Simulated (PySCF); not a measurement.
# H3NO3W: the cost of one run

Programs: PySCF 2.14.0. All values are calculated, for the isolated system unless a continuum is named. Atoms count from 0, parts from 1.

## 1. The system as given

Each species was relaxed by itself at PBE0-D3(BJ)/def2-SVP.

## 2. Energies of the species: wB97M-D3(BJ)/def2-TZVPD

What the job is given:

```
{"job": {"kind": "react", "xc": "wB97M-D3(BJ)", "basis": "def2-TZVPD"}, "charge": 0, "multiplicity": 1}
-1 BrHO3W charge 0 multiplicity 1
O     -1.758750     0.138500     0.605300
W     -0.100580     0.270530     0.266500
O      0.103880     1.797640    -0.444610
O      0.409370    -1.059600    -0.936960
Br     1.153390     0.191260     2.342010
H      0.192730    -1.338160    -1.832040

-1 H3N charge 0 multiplicity 1
N      0.011860     0.000490     0.311520
H     -0.722480    -0.583180    -0.088080
H     -0.133720     0.926970    -0.088520
H      0.879650    -0.337970    -0.103210

+1 H3NO3W charge 0 multiplicity 1
N      0.547300    -1.217640    -0.689160
W     -0.389330     0.151320     0.313090
O     -0.385850    -0.292960     1.961710
O     -2.001660     0.218330    -0.246500
O      0.452250     1.827290     0.087550
H      0.267610    -1.532990    -1.614220
H      1.241110    -1.841960    -0.286650
H      0.268550     2.688570     0.474200

+1 BrH charge 0 multiplicity 1
Br     0.713980    -0.001080    -0.003030
H     -0.708110     0.004070     0.002670
```

Level: wB97M-D3(BJ)/def2-TZVPD reaction energy of separated species, gas phase.

On the command line:

```bash
OMP_NUM_THREADS=1 python cluster_run.py task.json out
```

This one command runs all jobs of the session in turn.

**Question.** How long does this first job take on 1 thread of Arm Neoverse V1, shared host, and how much memory does it need?

About 56 s, with a peak of 0.8 GiB.
